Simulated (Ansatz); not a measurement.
# BGeH₇Si: a ladder of functionals and wavefunction methods

An exercise on one series of results from a longer session: the logs are not shown, and one member is left open.

Method: functionals in def2-TZVPP, the program's frozen cores in correlated methods; program: Ansatz 0.2.0, Gaussian basis.

Levels to be run: LDA (SPW92), PBE-D4, revPBE-D4, BLYP-D4, r2SCAN-D4, B97M-V, PBE0-D4, B3LYP-D4, r2SCANh-D4, r2SCAN0-D4, HSE06-D4, BHLYP-D4, CAM-B3LYP-D4, LC-ωPBE, ωB97X-V, ωB97M-V, B2PLYP, PBE-QIDH; CCSD(T)/def2-SVP; CCSD(T)/def2-TZVPP; MP2/def2-QZVPP; extrapolation to the limit; RPA on PBE.

### The geometry

An earlier PBE0-D4 in a triple-zeta def2 set relaxation fixed the geometry.

SMILES `B[SiH2][GeH3]`, 10 atoms, charge 0, spin multiplicity 1.

Atoms are counted from 1 here; the program's logs count them from 0.

Bond lengths: B1–Si2 1.985 Å, B1–H4 1.195 Å, B1–H5 1.196 Å, Si2–Ge3 2.400 Å, Si2–H6 1.488 Å, Si2–H7 1.488 Å, Ge3–H8 1.538 Å, Ge3–H9 1.538 Å, Ge3–H10 1.538 Å. Angles: Si2–B1–H4 120.8°, Si2–B1–H5 120.9°, H4–B1–H5 118.0°, B1–Si2–Ge3 101.7°, B1–Si2–H6 115.5°, B1–Si2–H7 115.4°, Ge3–Si2–H6 107.0°, Ge3–Si2–H7 107.0°, H6–Si2–H7 109.2°, Si2–Ge3–H8 110.8°, Si2–Ge3–H9 110.8°, Si2–Ge3–H10 109.7°, H8–Ge3–H9 108.4°, H8–Ge3–H10 108.5°, H9–Ge3–H10 108.5°.

The first run:

Contents of in.yaml:

```yaml
crystal:
  periodic: [false, false, false]
  atoms:
    - {symbol: B, position_ang: [-1.599866, 0.457363, -0.908754]}
    - {symbol: Si, position_ang: [0.312981, 0.845258, -0.548144]}
    - {symbol: Ge, position_ang: [0.883796, -0.904156, 0.992565]}
    - {symbol: H, position_ang: [-1.917781, -0.309778, -1.768774]}
    - {symbol: H, position_ang: [-2.458095, 0.893410, -0.199844]}
    - {symbol: H, position_ang: [0.585568, 2.136909, 0.139550]}
    - {symbol: H, position_ang: [1.224395, 0.710513, -1.717228]}
    - {symbol: H, position_ang: [0.661909, -2.286705, 0.356962]}
    - {symbol: H, position_ang: [0.025830, -0.812070, 2.265356]}
    - {symbol: H, position_ang: [2.364462, -0.782046, 1.391412]}
basis:
  gaussian: {orbitals: def2-TZVPP}
hamiltonian: {xc: lda}
output: {orbitals: {seedname: orbitals}}
```

Started as:

```sh
> ansatz run in.yaml --threads 2 --pin off --events-out ev --progress --plain --max-ram 4352MiB
```

Steps of the session up to this table: LDA; PBE-D4 (GGA); revPBE-D4 (GGA); BLYP-D4 (GGA); r2SCAN-D4 (meta-GGA); B97M-V (meta-GGA); PBE0-D4 (hybrid); B3LYP-D4 (hybrid); r2SCANh-D4 (hybrid); r2SCAN0-D4 (hybrid); HSE06-D4 (hybrid); BHLYP-D4 (hybrid); CAM-B3LYP-D4 (range-separated); LC-ωPBE (range-separated); ωB97X-V (range-separated); ωB97M-V (range-separated); B2PLYP (double hybrid); PBE-QIDH (double hybrid).

One of the session's tables, all rows but one given; the rest of the session is left out.

It belongs to the step «Frontier levels by functional». 

```
  functional  HOMO (eV)  LUMO (eV)  gap (eV)
 LDA (SPW92)      -6.94      -3.66      3.28
      PBE-D4      -6.84      -3.42      3.43
   revPBE-D4      -6.80      -3.31      3.49
     BLYP-D4      -6.70      -3.24      3.45
   r2SCAN-D4      -7.08      -3.12      3.96
      B97M-V      -7.18      -3.27      3.91
     PBE0-D4      -7.89      -2.48      5.41
    B3LYP-D4      -7.69      -2.67      5.02
  r2SCANh-D4      -7.47      -2.80      4.67
  r2SCAN0-D4      -8.04      -2.32      5.72
    HSE06-D4      -7.50      -2.86      4.64
    BHLYP-D4      -8.81      -1.45      7.36
CAM-B3LYP-D4      -9.12      -1.39      7.72
     LC-ωPBE     -10.40      -0.25     10.15
     ωB97X-V          ?          ?         ?
     ωB97M-V      -9.89      -0.59      9.30
```

Q: Estimate the row for ωB97X-V from the others.

The run gave: HOMO (eV): -10.08; LUMO (eV): -0.35; gap (eV): 9.73. In the column «HOMO (eV)» it lies between LC-ωPBE (-10.40) and ωB97M-V (-9.89).
